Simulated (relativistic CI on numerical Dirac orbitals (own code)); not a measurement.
**Mn²⁺: L2,3 absorption multiplets**

Aim: the L2,3 absorption spectrum of Mn²⁺.

The numbers are computed with relativistic CI on numerical Dirac orbitals (own code) version 4 (Dirac-Coulomb-Breit CI, KLI orbitals optimised for each configuration, model QED (radiative potential, 1s self-energy scaled to tabulated hydrogen-like ionisation energies), valence Slater integrals scaled by 0.9, multiplet model of core-to-valence dipole absorption in a parametric crystal field), except any that are marked as measured or tabulated.

### 1 Starting point

```
ion                                            : Mn²⁺ (Mn III)
nuclear charge                                 : 25
electrons                                      : 23
configurations                                 : [Ar] 3d5 → [He] 2s2 2p5 3s2 3p6 3d6
magnetising field for the dichroism, Lz and Sz : exchange field 10 meV on Sz; these come from the lowest magnetised state alone (0 K)
temperature of the isotropic spectrum          : 300 K
widths                                         : Lorentz 0.4 eV, Gauss 0.3 eV
surrounding 1                                  : Oh, 10Dq = 16800 cm⁻¹
```

### 2 Surrounding 1: Oh, 10Dq = 16800

Settings, as recorded:

```ini
atom Mn  Z=25  charge=2  electrons=23
nucleus A=55  rms_radius_fm=3.7057
hamiltonian dirac-coulomb  breit=on  qed=on  c_scale=1
orbitals kli  potential=per-configuration
slater_scale 0.9
correlation none
mixing on
configurations
  [Ar] 3d5
  [He] 2s2 2p5 3s2 3p6 3d6
end
absorption L2,3 T=300 lorentz=0.4 gauss=0.3
crystal_field Oh 10Dq=16800
```

On the command line:

```console
$ python run_levels.py task.json out
```

The settings of every run stand in task.json; they run in order.

Q: Predict the outcome of this session. Wanted: highest peak, first run; ground spin; share of the lower edge; core spin-orbit splitting.

As calculated:

| surrounding | ground S | Lz (0 K) | Sz (0 K) | centroid (eV) | share of the lower edge | up to four highest peaks (% of the highest), eV |
| --- | --- | --- | --- | --- | --- | --- |
| 1: Oh | 2.50 | 0.00 | -2.50 | 645.46 | 0.777* | 640.7 (38), 642.8 (100), 644.2 (25), 654.0 (18) |

* From the broadened curve, split at its minimum between the edges.

| quantity | value |
| --- | --- |
| highest peak, first run | 642.8 eV |
| ground spin (effective S from ⟨S²⟩) | 2.50 |
| share of the lower edge | 0.777 |
| core spin-orbit splitting (without Breit) | 10.85 eV |

**Reading.** The lower edge takes 0.78 of the intensity in surrounding 1, above the statistical 0.67. Edge positions are free-ion values and differ from those in solids by a few eV or more.
